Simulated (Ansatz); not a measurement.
**BGePH+ (triplet): the correlation ladder, cc-pVDZ**

How much of the correlation energy of BGePH+ (triplet) does each wave-function method recover here?

Method: cc-pVDZ, core rule «outside noble gas», up to 20 orbitals frozen; program: Ansatz 0.2.0, Gaussian basis.

To be run: UHF; CCSD(T) on ROHF; CCSD(T) on UHF; BCCD(T) on ROHF; CISD; CCSDT(Q) on ROHF; CCSDT(Q) on UHF; CASSCF and NEVPT2, 10 electrons in 10 orbitals.

18 further runs of the same task are left out: 13 that didn't finish, 5 set aside as unsound or not needed.

### Step 1. What is computed

The geometry is a PBE0/def2-TZVP stationary point (not a proven minimum) of the parent state, kept for this charge and spin. No spin-orbit coupling is included. The filled d shell of Ge may be among the frozen orbitals whatever the setting's name suggests; the logs give the count.

4 atoms, charge 1, spin multiplicity 3.

Atoms are counted from 1 here; the program's logs count them from 0.

Bond lengths: B1–Ge2 2.043 Å, B1–P3 1.739 Å, Ge2–P3 2.391 Å, Ge2–H4 1.566 Å. Angles: Ge2–B1–P3 78.0°, B1–Ge2–P3 45.3°, B1–Ge2–H4 131.9°, P3–Ge2–H4 86.6°, B1–P3–Ge2 56.7°.

### Step 2. UHF

The input, in.yaml:

```yaml
crystal:
  periodic: [false, false, false]
  atoms:
    - {symbol: B, position_ang: [0.000000, -1.246974, -0.805916]}
    - {symbol: Ge, position_ang: [0.000000, 0.033178, 0.785825]}
    - {symbol: P, position_ang: [0.000000, 0.305475, -1.589983]}
    - {symbol: H, position_ang: [0.000000, 1.596606, 0.871290]}
basis:
  gaussian: {orbitals: cc-pVDZ}
total_charge: 1
magnetization: {spin_polarized: true, initial_magnetization: 2}
hamiltonian: {xc: hf}
output: {orbitals: {seedname: orbitals}}
```

Started as:

```bash
> ansatz run in.yaml --threads 1 --pin off --events-out ev --progress --plain --max-ram 2393MiB
```

After this run come: CCSD(T) on ROHF; CCSD(T) on UHF; BCCD(T) on ROHF; CISD; CCSDT(Q) on ROHF; CCSDT(Q) on UHF; CASSCF and NEVPT2, 10 electrons in 10 orbitals.

Before running them: what should the planned runs give, taken together? Wanted: UCCSDT(Q) below the RHF energy; RMP2 from UCCSDT(Q); UMP2 from UCCSDT(Q); RCCSD from UCCSDT(Q); RCCSD(T) from UCCSDT(Q); UCCSD(T) from UCCSDT(Q); RCCSDT(Q) from UCCSDT(Q); NEVPT2 frontier from UCCSDT(Q); T1 diagnostic.

The runs gave:

```
                         quantity              value
   UCCSDT(Q) below the RHF energy         -7.9095 eV
              RMP2 from UCCSDT(Q)        +1416.8 meV
              UMP2 from UCCSDT(Q)        +1521.7 meV
             RCCSD from UCCSDT(Q)         +534.0 meV
          RCCSD(T) from UCCSDT(Q)          +98.2 meV
          UCCSD(T) from UCCSDT(Q)         +100.5 meV
         RCCSDT(Q) from UCCSDT(Q)           +6.6 meV
   NEVPT2 frontier from UCCSDT(Q)        +1273.9 meV
levels within 1 kcal/mol (43 meV)  UCCSDT, RCCSDT(Q)
                    T1 diagnostic              0.046
```

**Reading.** RCCSD(T) lands +98.2 meV from the yardstick (1.2 % of the correlation energy). These misses are within one basis, not against nature; the frozen cores of restricted and unrestricted runs differ, which can shift their rows.
